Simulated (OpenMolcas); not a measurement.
# Pt⁵⁺ among point charges: CASSCF and CASPT2 levels and susceptibility

Aim: the splitting of the states of Pt⁵⁺ in the field of 6 point charges, its lowest levels with spin-orbit coupling and its magnetic susceptibility.

Method: state-averaged CASSCF and CASPT2, spin-orbit coupling by RASSI with atomic mean-field integrals. Code: OpenMolcas 26.06.

**1. What is computed**

| Quantity | Value |
| --- | --- |
| Species | Pt⁵⁺ (platinum, Z = 78, 73 electrons) |
| Basis | ANO-RCC-VDZP [7s6p4d2f], 59 functions |
| Scalar Hamiltonian | DKH2, point nucleus |
| Inactive shells | 1s 2s 2p 3s 3p 3d 4s 4p 4d 4f 5s 5p |
| Active space | 5 electrons in 5 orbitals (5d) |
| Some configurations of this space | 5d5 |
| Orbitals | optimised for each spin and parity, averaged over all roots |

The outer shells:

5d5
```
5d [↑ ][↑ ][↑ ][↑ ][↑ ]
```

The ion sits among 6 point charges of -1.7 e arranged as an octahedron (Oh), 1.91 Å from the ion.

The work runs as a chain of OpenMolcas steps in one folder; each step below is one input file. Labels, J, g values, rates, χT and fits are worked out afterwards by a script from the matrices that RASSI stores. The input lists half of the charges; inversion (Group=XYZ) makes the rest.

**2. Basis and integrals**

Input file a.inp:

```
&GATEWAY
Coord
1

Pt 0.0 0.0 0.0
Basis=ANO-RCC-VDZP
Group=XYZ
NoMove
AngMom=0.0 0.0 0.0
AMFI
XField
3 Angstrom 0
1.910000 0.000000 0.000000 -1.700000
0.000000 1.910000 0.000000 -1.700000
0.000000 0.000000 1.910000 -1.700000
&SEWARD
```

Run with:

```sh
$ OMP_NUM_THREADS=1 MOLCAS_MEM=1689 MOLCAS_PROJECT=a pymolcas a.inp > a.log
```

**3. CASSCF: sextets of even parity, 1 root**

Input file a.inp:

```
&RASSCF
FileOrb=start.orb
Symmetry=1
Spin=6
nActEl=5 0 0
Inactive=15 19
Ras2=5 0
CIRoot=1 1 1
SDav=1
CIMx=300
Iter=120 100
PrWF=0.3
OrbListing=Nothing
MaxOrb=0
>>> COPY $Project.JobIph JOB001
```

start.orb holds the contracted functions of the basis, ordered by shell, or the orbitals of the step before.

**4. CASSCF: quartets of even parity, 24 roots**

Input file a.inp:

```
&RASSCF
FileOrb=start.orb
Symmetry=1
Spin=4
nActEl=5 0 0
Inactive=15 19
Ras2=5 0
CIRoot=24 24 1
SDav=24
CIMx=300
Iter=120 100
PrWF=0.3
OrbListing=Nothing
MaxOrb=0
>>> COPY $Project.JobIph JOB002
```

**5. CASSCF: doublets of even parity, 75 roots**

Input file a.inp:

```
&RASSCF
FileOrb=start.orb
Symmetry=1
Spin=2
nActEl=5 0 0
Inactive=15 19
Ras2=5 0
CIRoot=75 75 1
SDav=75
CIMx=300
Iter=120 100
PrWF=0.3
OrbListing=Nothing
MaxOrb=0
>>> COPY $Project.JobIph JOB003
```

**6. State interaction with spin-orbit coupling**

Input file a.inp:

```
&RASSI
NrOfJobIphs=3 1 24 75
1
1 2 3 4 5 6 7 8 9 10 11 12 13 14 15 16 17 18 19 20 21 22 23 24
1 2 3 4 5 6 7 8 9 10 11 12 13 14 15 16 17 18 19 20 21 22 23 24 25 26 27
28 29 30 31 32 33 34 35 36 37 38 39 40 41 42 43 44 45 46 47 48 49 50 51
52 53 54 55 56 57 58 59 60 61 62 63 64 65 66 67 68 69 70 71 72 73 74 75
IphNames
JOB001
JOB002
JOB003
EJob
SpinOrbit
DIPRint=1.0
SOCoupling=1000.0
Subsets=2
Property=9
'ANGMOM' 1 'ANGMOM' 2 'ANGMOM' 3 'MLTPL  1' 1 'MLTPL  1' 2 'MLTPL  1' 3
'AMFI' 1 'AMFI' 2 'AMFI' 3
SOProperty=3
'ANGMOM' 1 'ANGMOM' 2 'ANGMOM' 3
```

**7. CASPT2: IPEA 0.25, imaginary shift 0.1 (closed shells correlated: 5s 5p)**

Input file a.inp:

```
>>> COPY JOB001 $Project.JobIph
&CASPT2
Multistate=1 1
Frozen=14 16
IPEA=0.25
Imaginary=0.1
MaxIter=60
WThr=0.0 0.3 0.05
PrWF=0.5
NoMix
>>> COPY JOB002 $Project.JobIph
&CASPT2
Multistate=24 1 2 3 4 5 6 7 8 9 10 11 12 13 14 15 16 17 18 19 20 21 22
23 24
NoMult
Frozen=14 16
IPEA=0.25
Imaginary=0.1
MaxIter=60
WThr=0.0 0.3 0.05
PrWF=0.5
NoMix
>>> COPY JOB003 $Project.JobIph
&CASPT2
Multistate=75 1 2 3 4 5 6 7 8 9 10 11 12 13 14 15 16 17 18 19 20 21 22
23 24 25 26 27 28 29 30 31 32 33 34 35 36 37 38 39 40 41 42 43 44 45 46
47 48 49 50 51 52 53 54 55 56 57 58 59 60 61 62 63 64 65 66 67 68 69 70
71 72 73 74 75
NoMult
Frozen=14 16
IPEA=0.25
Imaginary=0.1
MaxIter=60
WThr=0.0 0.3 0.05
PrWF=0.5
NoMix
```

(Steps that only read results are left out.)

Before running it: what results should come out? Wanted: spin-free ground state; lowest level; next level.

As calculated:

```
                 quantity                                                                        value
                   method  SS-CASPT2, IPEA 0.25, imaginary shift 0.1 (closed shells correlated: 5s 5p)
   spin-free ground state                                              6A1, 1-fold in its orbital part
             lowest level                                              2-fold Γ7, g = 3.12, 3.12, 3.12
               next level                                                                   370.1 cm⁻¹
              χT at 300 K                                                               3.36 cm³ K/mol
effective moment at 300 K                                                                      5.18 μB
```

Cost by method:

```csv
method,time of its own steps,time with the reference
A. CASSCF,29 s,29 s
"B. SS-CASPT2, IPEA 0.25, imaginary shift 0.1, +5s 5p",7.4 s,37 s
```

Times are of one thread on a shared host.

**Reading.** The spin-free ground state (6A1) comes to 100 % from free-ion S terms and keeps the highest spin of the shell. χT at 300 K is 3.36, against 4.39 cm³ K/mol for the spin alone, so spin-orbit coupling lowers it. An active space of the d shell alone favours high spin; real ions in strong fields can be low spin. A ligand-field fit to the states below 45000 cm-1 gives 10Dq = 7587 cm-1, B = 783 cm-1 and C = 3885 cm-1 (C/B = 4.96), with a deviation of 382 cm-1. CASPT2 does not keep the components of a term degenerate, and the means are used. The field of point charges can differ much from that of real complexes. With metal d orbitals alone active, the gaps between spin states are rough; where two lie within a few thousand cm-1, their order is open. Point charges carry no covalency, so the field is a model and not that of real ligands.
